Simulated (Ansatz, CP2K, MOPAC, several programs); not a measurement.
Energy against volume for an ordered 4-atom cell of KNaF2 on the rocksalt lattice (R-3m), at fixed shape and fractional coordinates, computed by several methods (PBE and r2SCAN, where shown, with plane waves in Ansatz); the cell shown is that of r2SCAN. With free coordinates or axes held, a curve is too stiff, and on another method's shape its minimum isn't the method's own volume. Space group R-3m (No. 166), trigonal; conventional cell a = 3.478 Å, c = 17.447 Å, 15.23 Å³ an atom. Around Na lie 6 F at 2.37 Å; around K lie 6 F at 2.60 Å; around F lie 3 Na at 2.37 Å and 3 K at 2.60 Å. No spin polarisation. The prototype was imposed, so other structures may be more stable. Energies count from each curve's lowest point; fits are third-order Birch-Murnaghan.

```cif
data_structure
_symmetry_space_group_name_H-M 'P 1'
_symmetry_Int_Tables_number 1
_cell_length_a 6.1525
_cell_length_b 6.1525
_cell_length_c 6.1525
_cell_angle_alpha 32.840
_cell_angle_beta 32.840
_cell_angle_gamma 32.840
_cell_volume 60.93
loop_
_atom_site_label
_atom_site_type_symbol
_atom_site_fract_x
_atom_site_fract_y
_atom_site_fract_z
_atom_site_occupancy
Na1 Na 0.00000 0.00000 0.00000 1
K1 K 0.50000 0.50000 0.50000 1
F1 F 0.26110 0.26110 0.26110 1
F2 F 0.73890 0.73890 0.73890 1
```

Problem. PBE, on the shape of its own relaxed cell, gives
```csv
V (Å³/atom),E (meV/atom)
15.285,7.41
15.773,1.76
16.261,0.00
16.749,1.52
17.236,5.77
```
What equilibrium volume and bulk modulus follow?

Solution. V₀ = 16.26 Å³ an atom and B₀ = 36 GPa.

PBE/SZV (CP2K), on the shape of the cell shown:
```tsv
V (Å³/atom)	E (meV/atom)
13.405	152.73
14.319	73.80
15.233	29.32
16.147	3.97
17.061	0.00
```
The lowest point is an end point, so the minimum isn't bracketed.

Problem. r2SCAN, on the shape of its own relaxed cell, gives
```
V (Å³/atom)  E (meV/atom)
     14.319          8.55
     14.776          2.04
     15.233          0.00
     15.690          1.70
     16.147          6.54
```
What equilibrium volume and bulk modulus follow?

Solution. V₀ = 15.24 Å³ an atom and B₀ = 44 GPa.

PM7 (MOPAC), on the shape of the cell shown, as a cluster of 108 atoms at the zone centre:
```csv
V (Å³/atom),E (meV/atom)
13.405,911.31
14.319,571.98
15.233,319.14
16.147,134.12
17.061,0.00
```
The lowest point is an end point, so the minimum isn't bracketed.

PBE/DZVP (CP2K), on the shape of the cell shown:
```csv
V (Å³/atom),E (meV/atom)
13.405,76.66
14.319,29.60
15.233,8.31
16.147,0.00
17.061,8.11
```
The points scatter about a smooth fit, a numerical artefact, so no fit is quoted.
